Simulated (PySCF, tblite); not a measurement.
# H8NOSi3 radical: geometry, infrared bands and EPR parameters

Wanted: the infrared bands and EPR parameters of H8NOSi3 radical (`[SiH2]O[SiH2]N[SiH3]`), by calculation.

Programs: tblite 0.8.0 and PySCF 2.14.0, with density-fitted response routines of our own. Each step states its level of theory. These are calculated values for one molecule in the gas phase, unless marked as measured. Atoms count from 0, in the outputs and in this text.

## 1. The molecule as given

13 atoms, charge 0, multiplicity 2; geometry from: force field or distance geometry start.

Bonds of the start (Å): Si0–O1 1.74, O1–Si2 1.72, Si2–N3 1.77, N3–Si4 1.77, Si0–H5 1.48, Si0–H6 1.49, Si2–H7 1.47, Si2–H8 1.48, N3–H9 1.06, Si4–H10 1.49, Si4–H11 1.46, Si4–H12 1.48.

## 2. Optimising the geometry with GFN2-xTB

The job: settings as JSON, then the geometry in Å.

```
{"job": {"kind": "relax", "xc": "GFN2-xTB", "basis": "xTB"}, "charge": 0, "multiplicity": 2}
Si     2.728100     0.839800     0.059500
O      1.082500     0.598800     0.556000
Si     0.537900    -0.737700    -0.375000
N     -1.177700    -0.661200    -0.793800
Si    -2.167300     0.420000     0.193900
H      3.122500    -0.295500    -0.797600
H      2.680500     2.008800    -0.856300
H      0.914000    -1.997000     0.290200
H      1.297700    -0.651300    -1.643800
H     -1.573400    -1.649100    -0.800100
H     -2.403800     1.687400    -0.546900
H     -1.544500     0.650700     1.490800
H     -3.501100    -0.213300     0.344200
```

Run with:

```console
$ OMP_NUM_THREADS=1 python probes_run.py task.json out
```

The driver reads the jobs from task.json and runs them one after another.

**Question.** This job is followed by: GFN2-xTB harmonic vibrations, gas phase; UKS B3LYP, pcH-1 on H N O Si, non-relativistic, mean-field spin-orbit, GIAO. What will the session give for the following? strongest single infrared mode (GFN2-xTB); zero-point energy (GFN2-xTB); g(iso) (B3LYP); ⟨S²⟩; largest a(iso) (averaged by class); surface potential, 1st and 99th percentile.

As calculated:

| quantity | value |
| --- | --- |
| strongest single infrared mode (GFN2-xTB) | 1093 cm⁻¹, 542 km/mol |
| zero-point energy (GFN2-xTB) | 47.3 kcal/mol |
| g(iso) (B3LYP) | 2.00255 |
| ⟨S²⟩ | 0.751 (exact 0.75) |
| largest a(iso) (averaged by class) | 29Si on Si0, -574.8 MHz |
| surface potential, 1st and 99th percentile | -0.61 V and 1.86 V |

What this shows: Over 112 steps the energy fell by 1.253 eV; of the close pairs, Si0–O1 changed most, 1.736 to 1.625 Å. No mode is imaginary among the 33: a minimum at this level. The strongest single mode, at 1093 cm⁻¹, moves mainly O1. Unscaled tight-binding wavenumbers are off by several per cent, some by more. Its intensities can rank the bands wrongly. Most of the unpaired spin sits on Si0 (0.85 e). The isotropic g lies 0.2 ppt above the free-electron value.
